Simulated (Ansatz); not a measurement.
# GdRuAsO: the cost of one run

Program: Ansatz 0.2.0. Level of theory: DFT PBE+U (U_eff = 6 eV on Gd 4f), scalar-relativistic, plane waves, PAW. These are calculated values, not measurements.

These runs use a low cutoff (300 eV) and a coarse mesh on purpose, to show what cheap settings give: their numbers aren't properties of the material.

### Step 1. The system as given

Symmetry: P4/nmm, No. 129, tetragonal system. Conventional cell: a = 4.036 Å, b = 4.036 Å, c = 8.124 Å, α = 90.00°, β = 90.00°, γ = 90.00°. Around Gd (site symmetry 4mm) lie 4 O at 2.28 Å. As (site symmetry 4mm) is surrounded by 4 Ru at 2.43 Å. Around Ru (site symmetry -4m2) lie 4 As at 2.43 Å. O (site symmetry -4m2) is surrounded by 4 Gd at 2.28 Å.

As a file:

```
CELL_PARAMETERS angstrom
4.03632 0.00000 0.00000
0.00000 4.03632 0.00000
0.00000 0.00000 8.12406
ATOMIC_POSITIONS crystal
Gd 0.50000 0.00000 0.13157
Gd 0.00000 0.50000 0.86843
As 0.50000 0.00000 0.66747
As 0.00000 0.50000 0.33253
Ru 0.00000 0.00000 0.50000
Ru 0.50000 0.50000 0.50000
O 0.00000 0.00000 0.00000
O 0.50000 0.50000 0.00000
```

The moments start at Gd 7.00 μB.

### Step 2. First run, at the start cell

The input, input.yaml:

```yaml
crystal:
  lattice:
    - [4.03632, 0.0, 0.0]
    - [0.0, 4.03632, 0.0]
    - [0.0, 0.0, 8.12406]
  atoms:
    - { symbol: Gd, position: [0.5, 0.0, 0.13157], spin: 7.0 }
    - { symbol: Gd, position: [0.0, 0.5, 0.86843], spin: 7.0 }
    - { symbol: As, position: [0.5, 0.0, 0.66747] }
    - { symbol: As, position: [0.0, 0.5, 0.33253] }
    - { symbol: Ru, position: [0.0, 0.0, 0.5] }
    - { symbol: Ru, position: [0.5, 0.5, 0.5] }
    - { symbol: O, position: [0.0, 0.0, 0.0] }
    - { symbol: O, position: [0.5, 0.5, 0.0] }
basis:
  ecutwfc: 300
  ecutrho_ratio: 4
kpoints:
  mp_grid: { grid: [4, 4, 2] }
hamiltonian:
  xc: pbe
  hubbard: { sites: [{ species: Gd, l: f, u_eff: 6.0 }] }
scf:
  occupations: { method: gaussian, width: 0.05 }
output:
  forces: true
  stress: true
  eigenvalues: true
  populations: true
  hubbard: { sites: [{ species: Gd, l: f }] }
magnetization:
  spin_polarized: true
```

Command:

```
$ ansatz run input.yaml --threads 4 --pin off --max-ram 10240MiB --backend cpu --events-out ev --progress --plain --runs-dir out
```

**Question.** How long does this run take on 4 threads of Arm Neoverse N1, shared host, and how much memory does it need?

About 13 s, with a peak of 0.62 GiB.
